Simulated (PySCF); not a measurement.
# B₃ClH₅N: electronic excitations and core binding energies

What electronic excitations and core binding energies should B₃ClH₅N (`BB(Cl)BN`) show?

The runs use PySCF 2.14.0, with density-fitted response routines of our own; the level of theory stands in each step. All values are computed, except where a source is named. Atoms count from 0, in the outputs and in this text.

### Step 1. The molecule as given

10 atoms, charge 0, multiplicity 1; geometry from: GFN2-xTB.

Bonds of the start (Å): B0–B1 1.62, B1–Cl2 1.73, B1–B3 1.69, B3–N4 1.38, B0–H5 1.17, B0–H6 1.17, B3–H7 1.18, N4–H8 1.01, N4–H9 1.01.

### Step 2. TDDFT and polarisability: PBE0/def2-SVPD

What the job is given:

```
{"job": {"kind": "uv", "xc": "PBE0", "basis": "def2-SVPD", "nstates": 8, "ntriplets": 3}, "charge": 0, "multiplicity": 1}
B      1.832181    -0.227937     0.449263
B      0.304279    -0.119195     0.972620
Cl    -0.259281     0.244380     2.571283
B     -0.868575    -0.408372    -0.206885
N     -1.353567     0.584381    -1.037830
H      2.394370     0.685304    -0.029744
H      2.399002    -1.251542     0.361167
H     -1.325910    -1.483527    -0.361942
H     -2.065418     0.437940    -1.735789
H     -1.048197     1.543223    -1.004672
```

Level: TDDFT PBE0/def2-SVPD, vertical, gas phase, core orbitals frozen in the response.

Run with:

```console
OMP_NUM_THREADS=1 python probes_run.py task.json out
```

The driver reads the jobs from task.json and runs them one after another.

What it wrote:

```text
coarse grid: 9048 points
cycle   1  E = -591.8882141767  dE =  3.265e-01  |g| = 3.183e-01  |ddm| = 4.322e+00
cycle   2  E = -591.8911928214  dE = -2.979e-03  |g| = 3.346e-01  |ddm| = 1.073e+00
cycle   3  E = -591.9163938921  dE = -2.520e-02  |g| = 6.547e-02  |ddm| = 3.942e-01
cycle   4  E = -591.9174196214  dE = -1.026e-03  |g| = 1.652e-02  |ddm| = 1.083e-01
cycle   5  E = -591.9174882820  dE = -6.866e-05  |g| = 4.798e-03  |ddm| = 3.692e-02
cycle   6  E = -591.9174958018  dE = -7.520e-06  |g| = 1.103e-03  |ddm| = 1.301e-02
final grid: 83224 points
cycle   7  E = -591.9779071901  dE = -2.228e-05  |g| = 5.856e-03  |ddm| = 5.930e-02
cycle   8  E = -591.9779028828  dE =  4.307e-06  |g| = 7.420e-03  |ddm| = 2.075e-02
cycle   9  E = -591.9779166976  dE = -1.381e-05  |g| = 7.468e-04  |ddm| = 9.925e-03
cycle  10  E = -591.9779168506  dE = -1.531e-07  |g| = 1.843e-04  |ddm| = 1.587e-03
cycle  11  E = -591.9779168590  dE = -8.332e-09  |g| = 5.706e-05  |ddm| = 3.907e-04
cycle  12  E = -591.9779168599  dE = -9.595e-10  |g| = 1.375e-05  |ddm| = 1.439e-04
converged SCF energy = -591.9779168599

Static polarisability (au): isotropic 66.676, principal 56.657 70.365 73.008

Singlet excitations
state   eV       nm        f      main configurations
  1   3.8039    325.9   0.01819   H->L 0.98
  2   4.1172    301.1   0.00097   H->L+1 0.99
  3   5.8523    211.9   0.01119   H-2->L 0.45, H-1->L 0.36, H-4->L 0.10
  4   5.9013    210.1   0.01366   H-1->L 0.37, H-3->L 0.30, H-2->L 0.15
  5   6.1210    202.6   0.00791   H->L+2 0.37, H->L+3 0.34, H-1->L 0.18
  6   6.2822    197.4   0.00781   H-1->L+1 0.97
  7   6.3939    193.9   0.05685   H-3->L 0.52, H-2->L 0.26, H->L+2 0.10
  8   6.5660    188.8   0.00870   H->L+3 0.53, H->L+2 0.44

Triplet excitations (Tamm-Dancoff, eV): 3.0507 3.4951 5.1518
```

Wall time 16 s (1 thread of Arm Neoverse V1, shared host); peak memory 0.55 GiB.

Frontier orbitals and where they lie:

```
orbital     eV                       atoms
 HOMO−3  -9.63  B3 20 %, Cl2 16 %, B0 16 %
 HOMO−2  -9.51  Cl2 50 %, B0 16 %, B1 10 %
 HOMO−1  -8.88    N4 61 %, B3 15 %, H8 6 %
   HOMO  -7.12  Cl2 31 %, B1 25 %, B3 16 %
   LUMO  -1.95   B0 44 %, B1 16 %, B3 10 %
 LUMO+1  -1.26  B1 44 %, Cl2 19 %, B0 12 %
 LUMO+2   0.46  B3 33 %, B1 14 %, Cl2 12 %
```

With each of the 8 states as a Gaussian band of 0.4 eV half-width at 1/e, the curve within the window shown has maxima at 326 nm (ε 760), 196 nm (ε 3,300) L/(mol cm). Beyond the last state computed it falls off for lack of states. The curve at chosen wavelengths:

(nm, ε (L/mol/cm)): (181, 822), (189, 2552), (197, 3323), (206, 2456), (214, 1490), (222, 726), (230, 262), (239, 58), (247, 12), (255, 4), (263, 8), (272, 31), (280, 82), (288, 178), (296, 321), (305, 511), (313, 658), (321, 745), (329, 751), (338, 673), (346, 557), (354, 428), (362, 308), (371, 199), (379, 129), (387, 80)

Leading natural transition orbitals of singlet state 7: the hole lies on H7 26 %; Cl2 23 %; B1, B3 about 12 % each; the particle on B0 44 %; H5, H6 about 12 % each; B3 11 %.

Leading natural transition orbitals of singlet state 1: the hole lies on Cl2 30 %; B1 23 %; B0 18 %; the particle on B0 45 %; H5, H6 about 12 % each; B3 9 %.

Further results of this job:

```
           property  computed
  dipole moment (D)      2.45
polarisability (Å³)      9.88
 HOMO–LUMO gap (eV)      5.16
      −ε(HOMO) (eV)      7.12
```

The fields below are evaluated on a grid from the run's orbitals.

Frontier orbitals at PBE0/def2-SVPD, with the share of their density that lies nearest to each atom:

```
orbital  energy (eV)                                    lies on
   HOMO        -7.12  Cl2 30 %; B1 24 %; B0, B3 about 16 % each
   LUMO        -1.95   B0 44 %; H5, H6 about 13 % each; B3 10 %
```

ELF in a plane through or near 4 of the atoms.

Values, 10 rows by 14 columns:
```
0.00 0.00 0.00 0.00 0.00 0.00 0.00 0.00 0.00 0.00 0.00 0.00 0.00 0.00
0.00 0.00 0.00 0.00 0.00 0.00 0.00 0.00 0.00 0.00 0.00 0.00 0.00 0.00
0.00 0.00 0.00 0.03 0.20 0.10 0.00 0.00 0.00 0.01 0.00 0.00 0.00 0.00
0.00 0.00 0.03 0.36 0.90 0.81 0.04 0.02 0.60 0.51 0.22 0.09 0.00 0.00
0.00 0.00 0.10 0.44 0.33 0.14 0.24 0.18 0.83 0.71 0.96 0.90 0.04 0.00
0.00 0.00 0.04 0.25 0.41 0.97 0.41 0.95 0.39 0.84 0.69 0.38 0.01 0.00
0.00 0.00 0.00 0.01 0.10 0.37 0.24 0.75 0.19 0.31 0.18 0.01 0.00 0.00
0.00 0.00 0.00 0.01 0.34 0.69 0.65 0.23 0.01 0.00 0.00 0.00 0.00 0.00
0.00 0.00 0.00 0.00 0.15 0.50 0.55 0.32 0.00 0.00 0.00 0.00 0.00 0.00
0.00 0.00 0.00 0.00 0.00 0.00 0.00 0.00 0.00 0.00 0.00 0.00 0.00 0.00
```
The map spans 10.5 Å across and 9.6 Å up, centred on the molecule. Atoms in the plane (x, y in Å): B0 (-1.8, 0.4), B1 (-0.7, -0.7), N4 (1.8, 0.4), H8 (2.7, 0.6).

log10 of the density (e/Å³) in the same plane.

Ten even steps from ' ' (-4.0) to '@' (1.2):
```
                                                        
                                                        
                                                        
            ............                                
        ..::::--------::::........::::......            
      ..::::--========--::::::::----------::....        
      ::----++******++++==----==++++++++====--::..      
    ..::--==++**####**++======++****##****++==--::      
    ..::--==**####%%****++++++**####%%%%####++==::..    
    ..::--==++**##@@####******####%%%%%%%%##++==::..    
    ..::--==++****################%%%%##**++==--::      
      ..::--==++++**####%%######******++++==--::..      
        ..::--==++******####******++++====--::..        
        ....::====++**********++======----::..          
          ..::====++********++==----::::....            
          ..::--==++******++++==--::....                
            ..::--==++++++====--::..                    
              ..::----==------::..                      
                  ....::::....                          
                                                        
```
The map spans 10.5 Å across and 9.6 Å up, centred on the molecule. Atoms in the plane (x, y in Å): B0 (-1.8, 0.4), B1 (-0.7, -0.7), N4 (1.8, 0.4), H8 (2.7, 0.6).

On the surface of density 0.002 e/bohr³ the electrostatic potential runs, from the 1st to the 99th percentile, from -0.60 V near Cl2 to 1.95 V near H9.

### Step 3. Core holes by ΔSCF: SCAN, X2C

Settings changed since step 2:

```diff
@@ -1,2 +1,2 @@
-{"job": {"kind": "uv", "xc": "PBE0", "basis": "def2-SVPD", "nstates": 8, "ntriplets": 3}, "charge": 0, "multiplicity": 1}
+{"job": {"kind": "xps"}, "charge": 0, "multiplicity": 1}
 B      1.832181    -0.227937     0.449263
```

With the program's defaults for keys left out, this is: delta-SCF UKS SCAN, pcX-2 on the ionised atom, pcseg-1 elsewhere, spin-free X2C.

What it wrote:

```text
ground state, core basis on atom 0 (B), 130 functions
  cycle   1  E = -593.73311621  |g| = 3.99e-01
  cycle   2  E = -593.71896204  |g| = 4.86e-01
  cycle   3  E = -593.77441185  |g| = 1.05e-01
  cycle   4  E = -593.77753235  |g| = 1.68e-02
  cycle   5  E = -593.77758423  |g| = 8.97e-03
  cycle   6  E = -593.77761122  |g| = 2.35e-03
  cycle   7  E = -593.77761180  |g| = 5.55e-04
  cycle   8  E = -593.77761360  |g| = 2.28e-04
  E(ground) = -593.78984145 Eh
hole in B 1s of atom 0
  cycle   1  E = -586.18125750  |g| = 1.15e+00
  cycle   2  E = -584.23573237  |g| = 1.92e+00
  cycle   3  E = -586.32378905  |g| = 6.68e-01
  cycle   4  E = -586.57095932  |g| = 2.42e-01
  cycle   5  E = -586.53276747  |g| = 3.07e-01
  cycle   6  E = -586.60266175  |g| = 3.55e-02
  cycle   7  E = -586.60383603  |g| = 5.21e-02
  cycle   8  E = -586.60514043  |g| = 4.49e-02
  cycle   9  E = -586.60608458  |g| = 3.83e-02
  cycle  10  E = -586.60697606  |g| = 2.46e-02
  cycle  11  E = -586.60743204  |g| = 6.51e-03
  cycle  12  E = -586.60746502  |g| = 2.24e-03
  cycle  13  E = -586.60747013  |g| = 1.47e-03
  cycle  14  E = -586.60747089  |g| = 3.59e-04
  E(ion) = -586.61858595 Eh   <S^2> = 1.2380   hole on atom = 1.000   binding energy = 195.140 eV
ground state, core basis on atom 1 (B), 130 functions
  cycle   1  E = -593.77938078  |g| = 5.14e-02
  cycle   2  E = -593.77905391  |g| = 4.35e-02
  cycle   3  E = -593.77951835  |g| = 1.96e-02
  cycle   4  E = -593.77963358  |g| = 5.09e-03
  cycle   5  E = -593.77964127  |g| = 9.31e-04
  cycle   6  E = -593.77964138  |g| = 1.73e-04
  E(ground) = -593.79191500 Eh
hole in B 1s of atom 1
  cycle   1  E = -586.15994576  |g| = 1.17e+00
  cycle   2  E = -583.88407648  |g| = 2.08e+00
  cycle   3  E = -586.33181519  |g| = 6.94e-01
  cycle   4  E = -586.54709021  |g| = 2.60e-01
  cycle   5  E = -586.57162321  |g| = 1.34e-01
  cycle   6  E = -586.58077818  |g| = 3.43e-02
  cycle   7  E = -586.58149463  |g| = 1.46e-02
  cycle   8  E = -586.58165993  |g| = 6.31e-03
  cycle   9  E = -586.58169179  |g| = 3.21e-03
  cycle  10  E = -586.58170059  |g| = 1.14e-03
  cycle  11  E = -586.58170264  |g| = 4.89e-04
  E(ion) = -586.59194692 Eh   <S^2> = 0.7871   hole on atom = 1.000   binding energy = 195.921 eV
ground state, core basis on atom 2 (Cl), 141 functions
  cycle   1  E = -593.97229069  |g| = 4.87e-01
  cycle   2  E = -593.97239106  |g| = 5.61e-02
  cycle   3  E = -593.97215139  |g| = 5.47e-02
  cycle   4  E = -593.97261337  |g| = 1.37e-02
  cycle   5  E = -593.97266617  |g| = 2.42e-03
  cycle   6  E = -593.97266562  |g| = 5.98e-04
  cycle   7  E = -593.97266697  |g| = 1.70e-04
  E(ground) = -593.96721000 Eh
hole in Cl 1s of atom 2
  cycle   1  E = -488.77210693  |g| = 5.47e+00
  cycle   2  E = -489.07893175  |g| = 2.22e+00
  cycle   3  E = -489.56889768  |g| = 9.27e-01
  cycle   4  E = -489.93651527  |g| = 3.87e-01
  cycle   5  E = -489.98481183  |g| = 2.38e-01
  cycle   6  E = -490.01245635  |g| = 3.53e-02
  cycle   7  E = -490.01301591  |g| = 1.57e-02
  cycle   8  E = -490.01315097  |g| = 5.34e-03
  cycle   9  E = -490.01316783  |g| = 1.73e-03
  cycle  10  E = -490.01316964  |g| = 2.56e-04
  E(ion) = -490.01665115 Eh   <S^2> = 0.7521   hole on atom = 1.000   binding energy = 2828.639 eV
hole in Cl 2p of atom 2
  cycle   1  E = -585.90803119  |g| = 1.70e+00
  cycle   2  E = -585.80669083  |g| = 1.32e+00
  cycle   3  E = -586.29833378  |g| = 3.47e-01
  cycle   4  E = -586.34263369  |g| = 2.32e-01
  cycle   5  E = -586.36562769  |g| = 8.46e-02
  cycle   6  E = -586.36971663  |g| = 1.35e-02
  cycle   7  E = -586.36982705  |g| = 3.70e-03
  cycle   8  E = -586.36983147  |g| = 1.86e-03
  cycle   9  E = -586.36983283  |g| = 2.65e-04
  E(ion) = -586.37357529 Eh   <S^2> = 0.7516   hole on atom = 1.001   binding energy = 206.633 eV
  2p3/2 = 206.048 eV   2p1/2 = 207.702 eV
ground state, core basis on atom 3 (B), 130 functions
  cycle   1  E = -593.77995050  |g| = 5.09e-02
  cycle   2  E = -593.77984004  |g| = 3.31e-02
  cycle   3  E = -593.78003365  |g| = 2.04e-02
  cycle   4  E = -593.78014073  |g| = 6.76e-03
  cycle   5  E = -593.78015159  |g| = 8.16e-04
  cycle   6  E = -593.78015176  |g| = 1.94e-04
  E(ground) = -593.79201213 Eh
hole in B 1s of atom 3
  cycle   1  E = -586.19191094  |g| = 1.17e+00
  cycle   2  E = -584.32057914  |g| = 1.86e+00
  cycle   3  E = -586.37722575  |g| = 5.68e-01
  cycle   4  E = -586.53251147  |g| = 3.82e-01
  cycle   5  E = -586.59308012  |g| = 1.58e-01
  cycle   6  E = -586.60434995  |g| = 4.38e-02
  cycle   7  E = -586.60554318  |g| = 1.76e-02
  cycle   8  E = -586.60580992  |g| = 7.14e-03
  cycle   9  E = -586.60590821  |g| = 4.59e-03
  cycle  10  E = -586.60595882  |g| = 2.72e-03
  cycle  11  E = -586.60598291  |g| = 1.43e-03
  cycle  12  E = -586.60598685  |g| = 6.74e-04
  cycle  13  E = -586.60598773  |g| = 2.19e-04
  E(ion) = -586.61760173 Eh   <S^2> = 0.8161   hole on atom = 1.000   binding energy = 195.226 eV
ground state, core basis on atom 4 (N), 130 functions
  cycle   1  E = -593.79868633  |g| = 7.20e-02
  cycle   2  E = -593.79868082  |g| = 9.69e-03
  cycle   3  E = -593.79865309  |g| = 1.28e-02
  cycle   4  E = -593.79871164  |g| = 1.63e-03
  cycle   5  E = -593.79871092  |g| = 3.13e-04
  E(ground) = -593.80798196 Eh
hole in N 1s of atom 4
  cycle   1  E = -578.19784545  |g| = 1.86e+00
  cycle   2  E = -576.77570543  |g| = 2.26e+00
  cycle   3  E = -578.75152965  |g| = 5.01e-01
  cycle   4  E = -578.86871492  |g| = 1.98e-01
  cycle   5  E = -578.89106758  |g| = 9.00e-02
  cycle   6  E = -578.89580670  |g| = 2.78e-02
  cycle   7  E = -578.89630017  |g| = 8.93e-03
  cycle   8  E = -578.89635253  |g| = 2.18e-03
  cycle   9  E = -578.89635774  |g| = 8.87e-04
  cycle  10  E = -578.89635649  |g| = 2.37e-04
  E(ion) = -578.90402276 Eh   <S^2> = 0.7641   hole on atom = 1.000   binding energy = 405.557 eV
```

Wall time 37 s (1 thread of Arm Neoverse V1, shared host); peak memory 0.44 GiB.

Binding energies by hole, beside the orbital energy of the ground state; the difference holds orbital relaxation and, for a density functional, its self-interaction error:

```
       hole  stands for                environment  ΔSCF (eV; 2p as the shell's mean)  −ε (eV)   ⟨S²⟩
  B1s on B0          B0     boron bonded to B, 2 H                  195.14 (doubtful)    179.8  1.238
  B1s on B1          B1    boron bonded to 2 B, Cl                             195.92    180.4  0.787
Cl1s on Cl2         Cl2       chlorine bonded to B                            2828.64   2763.6  0.752
Cl2p on Cl2         Cl2       chlorine bonded to B                             206.60    193.4  0.752
  B1s on B3          B3    boron bonded to B, N, H                             195.23    179.6  0.816
  N1s on N4          N4  nitrogen bonded to B, 2 H                             405.56    386.4  0.764
```

Doubtful: the ion did not converge, its hole moved, or its ⟨S²⟩ is well above 0.75.

With the spin-orbit splitting: Cl2 2p3/2 206.05, 2p1/2 207.70 eV. The table gives each 2p level as the mean over the whole 2p shell (two parts 2p3/2, one part 2p1/2), which differs a little from the single hole in the log.

### Step 4. Outcome

| quantity | value |
| --- | --- |
| lowest singlet (PBE0/def2-SVPD) | 3.80 eV (326 nm), f = 0.018 |
| brightest single state of those computed | state 7, 6.39 eV, f = 0.057 |
| lowest triplet | 3.05 eV |
| surface potential, 1st and 99th percentile | -0.60 V and 1.95 V |
| B1s binding energies, SCAN/pcX-2 (standing for 2 of 3 atoms) | B1 195.92, B3 195.23 eV |
| Cl1s binding energies, SCAN/pcX-2 | Cl2 2828.64 eV |
| Cl2p binding energies, SCAN/pcX-2 | Cl2 206.60 eV |
| N1s binding energies, SCAN/pcX-2 | N4 405.56 eV |

The first singlet state (HOMO→LUMO 0.98) lies at 3.80 eV and is weak; of the 8 states computed, the strongest absorption comes from state 7 at 6.39 eV. The lowest triplet lies 0.75 eV below the lowest singlet (triplets in Tamm-Dancoff, singlets in full TDDFT). By nearest atom (PBE0/def2-SVPD), the HOMO sits on Cl2 30 %; B1 24 % and the LUMO on B0 44 %; H5, H6 about 13 % each. The B1s levels kept as sound span 0.70 eV, from B3 (boron bonded to B, N, H) up to B1 (boron bonded to 2 B, Cl). Only 2 of the 3 B atoms are covered by sound results.
